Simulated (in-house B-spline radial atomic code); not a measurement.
# W⁵⁴⁺: excited configurations

Wanted: excitation energies of W⁵⁴⁺ as differences of total energies (ΔSCF).

Method: Dirac-Hartree-Fock, average of configuration, Fermi nucleus, basis-set limit. Code: in-house B-spline radial atomic code version 1.

## 1. What is computed

| Quantity | Value |
| --- | --- |
| element | tungsten (Z = 74) |
| charge | +54 |
| electrons | 20 |
| configuration | [Ar] 3d2 |
| Hamiltonian | Dirac-Coulomb |
| nucleus | Fermi, rms radius 5.366 fm |

Outer shells as boxes (Hund's rule):

[Ar] 3d2
```
[Ar] core
3d [↑ ][↑ ][  ][  ][  ]
```

The boxes draw the filling by Hund's rule, which heavy ions in jj coupling don't follow; these runs average over all states of the configuration.

Input settings:

```ini
Z = 74
electrons = 20.0
configuration = [Ar] 3d2
hamiltonian = dirac
method = hf
spin_polarised = False
nucleus = fermi
rms_radius = 5.3658
mass_number = 184
atomic_mass = 183.95093318
speed_of_light = 137.035999084
```

This reference run was done before. Its total energy is -13337.755871 hartree, and its levels are (the highest eight at most):

```
orbital  occupation  energy (eV)  <r> (bohr)
  2s1/2           2     -15837.4     0.07627
  2p1/2           2     -15305.8     0.06316
  2p3/2           4     -13930.5     0.07085
  3s1/2           2     -6045.03      0.1890
  3p1/2           2     -5823.93      0.1784
  3p3/2           4     -5479.22      0.1904
  3d3/2         0.8     -5205.41      0.1638
  3d5/2         1.2     -5127.52      0.1675
```

## 2. Run with [Ar] 3d1 6p1

Input settings:

```ini
Z = 74
electrons = 20.0
configuration = [Ar] 3d1 6p1
hamiltonian = dirac
method = hf
spin_polarised = False
nucleus = fermi
rms_radius = 5.3658
mass_number = 184
atomic_mass = 183.95093318
speed_of_light = 137.035999084
```

## 3. Configuration [Ne] 3s2 3p5 3d2 6s1

Settings: those of step 2 with these lines changed.

```diff
@@ -2,3 +2,3 @@
 electrons = 20.0
-configuration = [Ar] 3d1 6p1
+configuration = [Ne] 3s2 3p5 3d2 6s1
 hamiltonian = dirac
```

## 4. Configuration [Ne] 3s2 3p5 3d2 6d1

Settings: those of step 3 with these lines changed.

```diff
@@ -2,3 +2,3 @@
 electrons = 20.0
-configuration = [Ne] 3s2 3p5 3d2 6s1
+configuration = [Ne] 3s2 3p5 3d2 6d1
 hamiltonian = dirac
```

## 5. Configuration [Ne] 3s2 3p5 3d2 4d1

Settings: those of step 4 with these lines changed.

```diff
@@ -2,3 +2,3 @@
 electrons = 20.0
-configuration = [Ne] 3s2 3p5 3d2 6d1
+configuration = [Ne] 3s2 3p5 3d2 4d1
 hamiltonian = dirac
```

## 6. Run with [Ne] 3s2 3p5 3d2 6f1

Settings: those of step 5 with these lines changed.

```diff
@@ -2,3 +2,3 @@
 electrons = 20.0
-configuration = [Ne] 3s2 3p5 3d2 4d1
+configuration = [Ne] 3s2 3p5 3d2 6f1
 hamiltonian = dirac
```

Before running: How far above the reference does each configuration lie (order and size, in eV)?

The runs gave:

| net move | configuration | energy above the reference (eV) | with Breit, QED, recoil (eV) | largest <r> (bohr) |
| --- | --- | --- | --- | --- |
| 3p → 4d | [Ne] 3s2 3p5 3d2 4d1 | 2818.37 | 2811.95 | 0.353 |
| 3d → 6p | [Ar] 3d1 6p1 | 3905.70 | 3903.45 | 0.888 |
| 3p → 6s | [Ne] 3s2 3p5 3d2 6s1 | 4294.48 | 4287.93 | 0.865 |
| 3p → 6d | [Ne] 3s2 3p5 3d2 6d1 | 4391.42 | 4384.14 | 0.883 |
| 3p → 6f | [Ne] 3s2 3p5 3d2 6f1 | 4424.59 | 4417.05 | 0.852 |

Quantum defects of the promoted electron, δ = n − ζ/√(−2ε) with ζ = 55 and ε its orbital energy in hartree:

| promotion | δ |
| --- | --- |
| 3p → 4d | 0.148 |
| 3d → 6p | 0.264 |
| 3p → 6s | 0.369 |
| 3p → 6d | 0.147 |
| 3p → 6f | 0.064 |

**Reading.** The energies run from 2818.37 eV (3p → 4d) to 4424.59 eV (3p → 6f). Of those tabulated, the defect is largest for 6s (0.37) and least for 6f (0.06); at this charge much of the defect is relativistic. Two partly filled shells share a symmetry and can mix in the average, which may lower the energy, for: 3p → 4d; 3p → 6d. These are averages over configurations, without correlation, not spectroscopic levels.
